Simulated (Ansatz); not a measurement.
# C2HCl2Si radical: a ladder of functionals and wavefunction methods

Aim: compute C2HCl2Si radical with functionals from several rungs and with coupled cluster, and see how far each lands from CCSD(T) at the basis-set limit for the atomisation energy.

Method: functionals in def2-TZVPP, the program's frozen cores in correlated methods; program: Ansatz 0.2.0, Gaussian basis.

The runs, in order: LDA (SPW92), PBE-D4, revPBE-D4, BLYP-D4, r2SCAN-D4, B97M-V, PBE0-D4, B3LYP-D4, r2SCANh-D4, r2SCAN0-D4, HSE06-D4, BHLYP-D4, CAM-B3LYP-D4, LC-ωPBE, ωB97X-V, ωB97M-V, B2PLYP, PBE-QIDH; CCSD(T)/def2-SVP; CCSD(T)/def2-TZVPP; MP2/def2-QZVPP; extrapolation to the limit; RPA on PBE.

### Step 1. Structure used throughout

An earlier PBE0-D4 in a triple-zeta def2 set relaxation fixed the geometry.

SMILES `C#C[Si](Cl)Cl`, 6 atoms, charge 0, spin multiplicity 2.

Atoms are counted from 1 here; the program's logs count them from 0.

Bond lengths: C1–C2 1.208 Å, C1–H6 1.067 Å, C2–Si3 1.804 Å, Si3–Cl4 2.043 Å, Si3–Cl5 2.043 Å. Angles: C2–C1–H6 179.0°, C1–C2–Si3 172.9°, C2–Si3–Cl4 109.7°, C2–Si3–Cl5 109.7°, Cl4–Si3–Cl5 110.2°.

### Step 2. LDA

This LDA is Slater exchange with PW92 correlation.

Contents of in.yaml:

```yaml
crystal:
  periodic: [false, false, false]
  atoms:
    - {symbol: C, position_ang: [1.324475, 0.483503, 1.111461]}
    - {symbol: C, position_ang: [0.521516, 0.095405, 0.297223]}
    - {symbol: Si, position_ang: [-0.504370, -0.583750, -1.021818]}
    - {symbol: Cl, position_ang: [-1.914038, -1.830641, -0.226120]}
    - {symbol: Cl, position_ang: [-1.405986, 0.936977, -2.046264]}
    - {symbol: H, position_ang: [2.020403, 0.834506, 1.839419]}
basis:
  gaussian: {orbitals: def2-TZVPP}
magnetization: {spin_polarized: true, initial_magnetization: 1}
hamiltonian: {xc: lda}
output: {orbitals: {seedname: orbitals}}
```

Further steps of the session: PBE-D4 (GGA); revPBE-D4 (GGA); BLYP-D4 (GGA); r2SCAN-D4 (meta-GGA); B97M-V (meta-GGA); PBE0-D4 (hybrid); B3LYP-D4 (hybrid); r2SCANh-D4 (hybrid); r2SCAN0-D4 (hybrid); HSE06-D4 (hybrid); BHLYP-D4 (hybrid); CAM-B3LYP-D4 (range-separated); LC-ωPBE-D4 (range-separated); ωB97X-V (range-separated); ωB97M-V (range-separated); B2PLYP (double hybrid); PBE-QIDH (double hybrid); CCSD(T) in def2-SVP; CCSD(T) in def2-TZVPP; MP2 in def2-QZVPP; RPA on PBE orbitals.

Before running them: what should the planned runs give, taken together? Wanted: atomisation energy, CCSD(T)/CBS; farthest beyond LDA; mean size of error, GGA; mean size of error, meta-GGA; mean size of error, hybrid; mean size of error, range-separated; mean size of error, double hybrid; gap, smallest and largest; T1 diagnostic.

**Answer**, as computed:

| quantity | value |
| --- | --- |
| atomisation energy, CCSD(T)/CBS | 2328.7 kJ/mol |
| functionals within 11.6 kJ/mol (0.5 %) | BLYP-D4, B3LYP-D4, CAM-B3LYP-D4, LC-ωPBE, ωB97X-V |
| farthest beyond LDA | PBE-D4 (+100.2 kJ/mol) |
| mean size of error, GGA | 45.3 kJ/mol |
| mean size of error, meta-GGA | 39.4 kJ/mol |
| mean size of error, hybrid | 35.7 kJ/mol |
| mean size of error, range-separated | 9.6 kJ/mol |
| mean size of error, double hybrid | 19.2 kJ/mol |
| gap, smallest and largest | 1.10 eV (LDA (SPW92)), 8.47 eV (LC-ωPBE) |
| T1 diagnostic | 0.0190 |
| triples share of the correlation energy | 4.8 % |

**Reading.** The LDA atomisation energy is off by 383.5 kJ/mol (16 %): it overbinds. PBE-D4 misses by +100.2 kJ/mol. Double hybrids carry the basis error of their MP2 part in triple zeta, and no dispersion term here, so their miss is partly the set-up's. By mean error the best rung here is range-separated (9.6 kJ/mol) and the worst beyond LDA is GGA (45.3 kJ/mol). Misses under about 11.6 kJ/mol are within the doubt on the reference itself, which lacks core-valence correlation, relativity and higher excitations. Hartree-Fock recovers 73 % of the binding; the rest is correlation. CCSD(T) in def2-SVP is off by -171.9 kJ/mol, more than most functionals: a good method in a small basis is no reference. Orbital gaps span 1.1 to 8.5 eV; exact exchange widens them.
